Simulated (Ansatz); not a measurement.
# LiZn3 and its elements: a formation energy from the elements

With Ansatz's Python interface.

The cells in order, each with its output:

```python
from collections import Counter
import warnings

import ansatz as az
import numpy as np
```

```python
PHASES = {
    "LiZn3": (
        [[2.79816, 0.0, 0.0], [-1.39908, 2.42327, 0.0], [0.0, 0.0, 8.82694]],
        [
            ("Li", [0.0, 0.0, 0.0]),
            ("Zn", [0.0, 0.0, 0.5]),
            ("Zn", [2 / 3, 1 / 3, 0.24938]),
            ("Zn", [2 / 3, 1 / 3, 0.75062]),
        ],
    ),
    "Li": (
        [[-1.75465, 1.75465, 1.75465], [1.75465, -1.75465, 1.75465], [1.75465, 1.75465, -1.75465]],
        [
            ("Li", [0.0, 0.0, 0.0]),
        ],
    ),
    "Zn": (
        [[2.67, 0.0, 0.0], [-1.335, 2.31229, 0.0], [0.0, 0.0, 4.966]],
        [
            ("Zn", [1 / 3, 2 / 3, 0.25]),
            ("Zn", [2 / 3, 1 / 3, 0.75]),
        ],
    ),
}
```

```python
def build(vectors, sites):
    crystal = az.Crystal(lattice=az.Lattice.of(vectors))
    for symbol, position in sites:
        crystal = crystal.atom(symbol, position)
    return crystal
```

```python
def run_phase(name, crystal):
    calc = (
        crystal.calculation()
        .functional("PBEsol")
        .basis(520)
        .kpoints(spacing=0.14)
        .occupations("fermi_dirac", width=0.1)
        .stress()
    )
    calc = calc.relax(force_tolerance=0.01, max_steps=40, cell=True)
    return calc.run()
```

```python
def counts(outcome):
    return Counter(site.symbol for site in outcome.lattice.sites)

def formation_energy(outcome, mu):
    n = counts(outcome)
    return (outcome.report["energy_sigma0_ev"] - sum(k * mu[element] for element, k in n.items())) / sum(n.values())


def volume_per_atom(outcome):
    return abs(np.linalg.det(outcome.lattice.cell_ang)) / len(outcome.lattice.sites)
```

```python
warnings.simplefilter("ignore")
```

```python
phases = {name: build(*cell) for name, cell in PHASES.items()}
```

```python
done = {name: run_phase(name, crystal) for name, crystal in phases.items()}
```

```python
# chemical potentials of the elements at zero temperature
references = {"Li": "Li", "Zn": "Zn"}
mu = {element: done[name].report["energy_sigma0_ev"] / len(done[name].lattice.sites) for element, name in references.items()}
```

```python
target = done["LiZn3"]
heat = formation_energy(target, mu)
for element, value in mu.items():
    print(f"mu({element}) = {value:.4f} eV from {references[element]}, {volume_per_atom(done[references[element]]):.2f} A^3/atom")
print(f"formation energy of LiZn3: {heat:.4f} eV/atom = {96.4853 * heat:.1f} kJ/mol of atoms")
```

    mu(Li) = -202.9974 eV from Li, 20.20 A^3/atom
    mu(Zn) = -3280.9060 eV from Zn, 14.03 A^3/atom
    formation energy of LiZn3: -0.0781 eV/atom = -7.5 kJ/mol of atoms

The formation energy is -0.078 eV an atom (-7.5 kJ per mole of atoms), so LiZn3 lies below the reference phases.

Total energies depend on the potentials; only differences at equal settings carry meaning. The cells come from databases of deposited and of computed structures, and not all need be stable phases. The compound is the structure given, not necessarily its lowest; energies are at zero temperature, with no correction for gases. A semilocal functional's error on such energies is often 0.05 to 0.1 eV an atom, and 0.1 to 0.3 eV against gases such as O2 or F2. Wall time of the script: 4.2 min on 1 thread of Arm Neoverse V2, on a shared host, peak memory 0.6 GiB.
